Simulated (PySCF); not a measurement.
Molecule: OBBr2H, in a box.

```
O B Br H
1.0
    12.00000    0.00000    0.00000
     0.00000   13.00000    0.00000
     0.00000    0.00000   11.00000
O B Br H
1 1 2 1
Direct
  0.53071 0.57870 0.55205
  0.51297 0.48017 0.52311
  0.60597 0.37747 0.59395
  0.39620 0.44128 0.41224
  0.48040 0.62576 0.51262
```

Base run:

* Program: PySCF 2.14.0
* Functional: LDA
* Potentials or basis: def2-svp (all-electron)
* k mesh: 1 × 1 × 1
* Occupations: fixed
* Spin: no spin polarisation

Its results: gap between the frontier levels 5.34 eV.

Problem. After a change of settings the same cell gave: gap between the frontier levels 6.92 eV. Which change was it?
A. functional from LDA to r2SCAN; dispersion from none to D3(BJ)
B. functional from LDA to revPBE; dispersion from none to D3
C. functional from LDA to PBE
D. functional from LDA to HSE06; dispersion from none to D4

Solution. D.

Caveats: this is a molecule in a periodic box at the Γ point, so its band gap is the HOMO-LUMO gap; relativity is left out, which matters for the heavier elements; the basis of atomic orbitals isn't converged, which shifts pressures, moduli and gaps; this program's HSE differs a little from the usual definition (some runs).
